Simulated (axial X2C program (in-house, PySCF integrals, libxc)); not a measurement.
# CuC: EOM-EA-CCSD levels

Aim: EOM-EA-CCSD levels of CuC, with spin–orbit coupling in the Hamiltonian from the start.

Computed with an in-house X2C program for linear molecules on PySCF integrals. Level: two-component X2C with atomic mean-field terms, Cu dyall-acv3z, C dyall-av3z.

All values are calculated.

### 1 Input

The input, task.json:

```json
{
 "zs": [
  29,
  6
 ],
 "q": 0,
 "bas": [
  "dyall-acv3z",
  "dyall-av3z"
 ],
 "r0": 1.82,
 "eom": "ea",
 "thr": -2.0,
 "nmax": 92,
 "grid": [
  1,
  0.96,
  1.045,
  0.92,
  1.09,
  1.15
 ]
}
```

Keys: zs atomic numbers; q charge; bas basis sets; r0 starting distance in Å; eom kind of EOM run; thr threshold in hartree for freezing inner shells (an s shell follows its p shell); nmax most natural virtual spinors; grid distances as factors.

On the command line:

```
python soeom.py task.json out
```

Nuclei are Gaussian, cores are contracted, and the Gaunt term is on.

### 2 EOM-EA-CCSD at 1.785 Å

Reference: the closed shell CuC⁺; 14 electrons correlated, 92 virtual spinors; roots sought by Ω: 1/2: 5, 3/2: 4, 5/2: 2, 7/2: 1.

Output:

```text
two-component X2C + atomic mean field  HF
basis functions 179  fitting functions 949  grid points 5076
iter        total energy     max residual
   1      -1690.071934052     1.45e-01
   2      -1690.107836394     2.94e-02
   3      -1690.102303333     4.21e-02
   4      -1690.123909241     4.16e-03
   5      -1690.125237280     3.26e-03
   6      -1690.125658421     4.68e-04
   7      -1690.125679958     3.77e-04
   8      -1690.125688697     3.92e-04
   9      -1690.125695705     4.04e-04
  10      -1690.125665305     3.48e-04
  11      -1690.125587461     1.04e-04
  12      -1690.125582359     5.29e-05
  13      -1690.125580672     1.46e-05
  14      -1690.125580666     6.06e-06
  15      -1690.125580669     1.85e-06
  16      -1690.125580669     6.09e-07
converged
one-electron -2448.78256061  Coulomb 778.96359398  exact exchange -71.38012959  xc functional 0.00000000  nuclear repulsion 51.58366090  atomic mean-field constant -0.51014535
correlated 14  virtual 290  natural virtual 92  E(MP2) -0.654063410  MP2 remainder -0.112287329
iter   CCSD correlation   residual
   1     -0.435980845   3.62e-01
   2     -0.481451935   3.27e-01
   3     -0.493027886   8.32e-02
   4     -0.496469484   5.32e-02
   5     -0.497399943   2.78e-02
   6     -0.498798945   1.59e-02
   7     -0.498865784   6.57e-03
   8     -0.498701615   2.99e-03
   9     -0.498832898   1.64e-03
  10     -0.498827997   1.31e-03
  11     -0.498800307   1.20e-03
  12     -0.498805765   1.19e-03
  13     -0.498810745   1.19e-03
  14     -0.498797051   1.18e-03
  15     -0.498775188   1.11e-03
  16     -0.498759220   9.83e-04
  17     -0.498759645   7.50e-04
  18     -0.498782628   5.08e-04
  19     -0.498795480   2.98e-04
  20     -0.498797900   1.74e-04
  21     -0.498798165   1.16e-04
  22     -0.498797637   9.43e-05
  23     -0.498795067   7.57e-05
  24     -0.498796538   5.76e-05
  25     -0.498795992   4.44e-05
  26     -0.498796712   3.97e-05
  27     -0.498796940   3.79e-05
  28     -0.498796940   3.73e-05
  29     -0.498796926   3.72e-05
  30     -0.498796873   3.73e-05
  31     -0.498797017   3.75e-05
  32     -0.498796851   3.69e-05
  33     -0.498797473   3.56e-05
  34     -0.498797115   3.16e-05
  35     -0.498797298   2.74e-05
  36     -0.498797544   2.14e-05
  37     -0.498797492   1.56e-05
  38     -0.498797376   7.66e-06
  39     -0.498797431   4.79e-06
  40     -0.498797468   2.72e-06
  41     -0.498797394   1.93e-06
  42     -0.498797448   1.35e-06
  43     -0.498797440   1.12e-06
(T) -0.026459961  T1 0.0797  D1 0.1308  max T2 0.087
EOM-EA-CCSD roots
2*Omega      energy/Eh   energy/eV  one-particle weight
    1      -0.28887927     -7.8608      0.867
    1      -0.22048379     -5.9997      0.953
    1      -0.21038920     -5.7250      0.000
    1      -0.15581255     -4.2399      0.000
    1      -0.15543343     -4.2296      0.000
    3      -0.28807489     -7.8389      0.867
    3      -0.21035076     -5.7239      0.000
    3      -0.15489150     -4.2148      0.000
    3      -0.15489150     -4.2148      0.000
    5      -0.15461233     -4.2072      0.000
    5      -0.15461233     -4.2072      0.000
    7      -0.06749515     -1.8366      0.000
```

T1 in the output is the amplitude norm over the root of the electron number; divide by √2 for the Lee–Taylor value.

| Ω | binding energy (eV) | above lowest (cm⁻¹) | spinor | weight |
| --- | --- | --- | --- | --- |
| 1/2 | 7.861 | 0 | 79% C pπ, 13% Cu pπ, 7% Cu dπ | 0.87 |
| 3/2 | 7.839 | 180 | 79% C pπ, 13% Cu pπ, 7% Cu dπ | 0.87 |
| 1/2 | 6.000 | 15010 | 47% Cu sσ, 30% Cu pσ, 11% C pσ | 0.95 |

It took 30 s on 1 thread of Arm Neoverse V1, shared host; peak memory 0.91 GiB.

### 3 EOM-EA-CCSD at 1.714 Å

| Ω | binding energy (eV) | above lowest (cm⁻¹) | spinor | weight |
| --- | --- | --- | --- | --- |
| 1/2 | 7.877 | 0 | 76% C pπ, 15% Cu pπ, 7% Cu dπ | 0.87 |
| 3/2 | 7.851 | 210 | 76% C pπ, 14% Cu pπ, 8% Cu dπ | 0.87 |
| 1/2 | 6.048 | 14750 | 45% Cu sσ, 32% Cu pσ, 11% C pσ | 0.95 |

It took 34 s on 1 thread of Arm Neoverse V1, shared host; peak memory 0.91 GiB.

### 4 EOM-EA-CCSD at 1.865 Å

| Ω | binding energy (eV) | above lowest (cm⁻¹) | spinor | weight |
| --- | --- | --- | --- | --- |
| 1/2 | 7.846 | 0 | 81% C pπ, 11% Cu pπ, 6% Cu dπ | 0.86 |
| 3/2 | 7.828 | 150 | 81% C pπ, 11% Cu pπ, 6% Cu dπ | 0.86 |
| 1/2 | 5.947 | 15320 | 49% Cu sσ, 28% Cu pσ, 11% C pσ | 0.95 |

It took 31 s on 1 thread of Arm Neoverse V1, shared host; peak memory 0.94 GiB.

### 5 EOM-EA-CCSD at 1.642 Å

| Ω | binding energy (eV) | above lowest (cm⁻¹) | spinor | weight |
| --- | --- | --- | --- | --- |
| 1/2 | 7.902 | 0 | 73% C pπ, 16% Cu pπ, 8% Cu dπ | 0.88 |
| 3/2 | 7.872 | 240 | 73% C pπ, 16% Cu pπ, 8% Cu dπ | 0.88 |
| 1/2 | 6.093 | 14600 | 42% Cu sσ, 33% Cu pσ, 11% C pσ | 0.96 |

Run time: 30 s. Hardware: 1 thread of Arm Neoverse V1, shared host; peak memory 0.94 GiB.

### 6 EOM-EA-CCSD at 1.946 Å

| Ω | binding energy (eV) | above lowest (cm⁻¹) | spinor | weight |
| --- | --- | --- | --- | --- |
| 1/2 | 7.829 | 0 | 84% C pπ, 10% Cu pπ | 0.85 |
| 3/2 | 7.814 | 120 | 84% C pπ, 10% Cu pπ | 0.86 |
| 1/2 | 5.903 | 15530 | 52% Cu sσ, 26% Cu pσ, 11% C pσ | 0.95 |

Run time: 28 s. Hardware: 1 thread of Arm Neoverse V1, shared host; peak memory 0.94 GiB.

### 7 EOM-EA-CCSD at 2.053 Å

| Ω | binding energy (eV) | above lowest (cm⁻¹) | spinor | weight |
| --- | --- | --- | --- | --- |
| 1/2 | 7.789 | 0 | 86% C pπ, 8% Cu pπ | 0.84 |
| 3/2 | 7.778 | 90 | 86% C pπ, 8% Cu pπ | 0.85 |
| 1/2 | 5.865 | 15520 | 55% Cu sσ, 22% Cu pσ, 11% C pσ | 0.94 |

It took 29 s on 1 thread of Arm Neoverse V1, shared host; peak memory 0.94 GiB.

### 8 Curves of the states

Energies in eV from the lowest point of the lowest state; states are followed by energy order within each Ω.

| R (Å) | (1)Ω=1/2 | (1)Ω=3/2 |
| --- | --- | --- |
| 1.642 | 0.2978 | 0.3278 |
| 1.714 | 0.0961 | 0.1219 |
| 1.785 | 0.0060 | 0.0279 |
| 1.865 | 0.0000 | 0.0182 |
| 1.946 | 0.0656 | 0.0807 |
| 2.053 | 0.2349 | 0.2466 |

Constants where the minimum is well bracketed (masses 62.930 and 12.000 u):

| state | Te (cm⁻¹) | Re (Å) | ωe (cm⁻¹) |
| --- | --- | --- | --- |
| (1)Ω=1/2 | 0 | 1.830 | 587 |
| (1)Ω=3/2 | 160 | 1.834 | 585 |

### 9 Outcome

| quantity | value |
| --- | --- |
| lowest root at 1.785 Å | Ω = 1/2, 7.861 eV |
| next root led by one particle | Ω = 3/2, about 180 cm⁻¹ higher |
| T1 of the reference | 0.056 |
| lowest state, Re and ωe | 1.830 Å, 587 cm⁻¹ |

What this shows: The added electron is bound by 7.86 eV in a spinor of 79% C pπ, 13% Cu pπ, 7% Cu dπ. Errors of 0.1 to 0.3 eV are usual at this size, and roots led by higher excitations are left out, so the list is incomplete, and low states of that kind can be missing. T1 or the largest double amplitude of the reference is raised, which lowers the reliability. The bond is 0.014 Å shorter than in the closed-shell reference at CCSD (1.844 Å).
